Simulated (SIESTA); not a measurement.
# InO: equation of state with LDA

The system is InO, a slab with vacuum.

```
In O
1.0
     3.45361    0.00000    0.00000
    -1.72681    2.99092    0.00000
     0.00000    0.00000   15.87710
In O
2 2
Cartesian
  1.7268 0.9970 6.5093
  1.7268 0.9970 9.3678
  0.0000 0.0000 5.7179
  0.0000 0.0000 10.1592
```

```
Program             : SIESTA 5.4.2
Task                : equation of state
Functional          : LDA
Potentials or basis : PseudoDojo 0.4 standard (LDA files)
Basis               : DZP (energy shift 0.003 Ry; two zetas on semicore shells)
Grid cutoff         : 800 Ry
Energy shift        : 0.003 Ry
k mesh              : 9 × 9 × 2
Occupations         : fermi-dirac, width 0.05 eV
Spin                : no spin polarisation
```

| Item | Value |
| --- | --- |
| Equilibrium volume | 39.03 Å³/atom |
| Bulk modulus at fixed shape and positions | 47 GPa |
| Pressure derivative of the bulk modulus | 4.9 |

Energy against volume, from the lowest point:
```csv
volume (Å³/atom),energy (meV/atom)
38.540,0.50
39.360,0.00
40.181,4.30
41.001,12.86
41.821,25.17
42.641,40.80
43.461,59.34
```

All runs of the series together: 11 min on 1 thread of Arm Neoverse V2 (shared host).

Caveat: the cell was scaled at fixed shape and fractional positions, which overstates the stiffness of a crystal with free parameters, most of all of layers and chains; the basis of atomic orbitals isn't converged, which shifts pressures, moduli and gaps.
